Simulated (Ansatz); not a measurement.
# Si2W: the cost of one run

Method: DFT PBEsol, scalar-relativistic, in Ansatz 0.2.0.

1 further run of the same task is left out (it didn't finish).

## Step 1: The system as given

Symmetry: I4/mmm, No. 139, tetragonal system. Conventional cell: a = 3.212 Å, b = 3.212 Å, c = 7.880 Å, α = 90.00°, β = 90.00°, γ = 90.00°. Si (site symmetry 4mm) has 5 Si at 2.62 to 2.63 Å and 5 W at 2.62 Å in its first shell of neighbours. W (site symmetry 4/mmm) is surrounded by 10 Si at 2.62 Å.

Structure file:

```cif
data_structure
_symmetry_space_group_name_H-M 'I4/mmm'
_symmetry_Int_Tables_number 139
_cell_length_a 3.2120
_cell_length_b 3.2120
_cell_length_c 7.8800
_cell_angle_alpha 90.000
_cell_angle_beta 90.000
_cell_angle_gamma 90.000
_cell_volume 81.30
loop_
_atom_site_label
_atom_site_type_symbol
_atom_site_symmetry_multiplicity
_atom_site_Wyckoff_symbol
_atom_site_fract_x
_atom_site_fract_y
_atom_site_fract_z
_atom_site_occupancy
Si1 Si 4 e 0.00000 0.00000 0.33300 1
W1 W 2 a 0.00000 0.00000 0.00000 1
```

The file gives the conventional cell by its symmetry; the runs use the cell typed in the input.

Atoms are numbered in the order of the input: Si1, Si2, W3.

## Step 2: Volume × 0.94, LAPW

File input.yaml:

```yaml
crystal:
  lattice:
    - [-1.5732152906, 1.5732152906, 3.8595692683]
    - [1.5732152906, -1.5732152906, 3.8595692683]
    - [1.5732152906, 1.5732152906, -3.8595692683]
  atoms:
    - { symbol: Si, position: [0.333, 0.333, 0.0] }
    - { symbol: Si, position: [0.667, 0.667, 0.0] }
    - { symbol: W, position: [0.0, 0.0, 0.0] }
kpoints:
  mp_grid: { grid: [18, 18, 18] }
  band_path:
    path:
      - [0.0, 0.0, 0.0]
      - [0.0, 0.0, 0.5]
      - [0.25, 0.25, 0.25]
      - [0.0, 0.5, 0.0]
      - [0.0, 0.0, 0.0]
      - [0.5, 0.5, -0.5]
      - [0.2915373367, 0.7084626633, -0.2915373367]
      - [-0.2915373367, 0.2915373367, 0.2915373367]
      - [0.0, 0.0, 0.0]
    npoints: 5
scf:
  occupations: { method: fermi_dirac, width: 0.03 }
hamiltonian:
  xc: pbesol
  pseudopotentials: { kind: all_electron, lapw: { basis_error: 0.0005 } }
output:
  forces: true
  stress: true
  eigenvalues: true
```

Launch:

```console
$ ansatz run input.yaml --threads 1 --pin off --max-ram 4096MiB --backend cpu --events-out ev --progress --plain --runs-dir out
```

**Question.** How long does this run take on 1 thread of Intel Xeon Platinum 8259CL at 2.50GHz (Skylake/Cascade Lake), shared host, and how much memory does it need?

About 3 min, with a peak of 2 GiB.
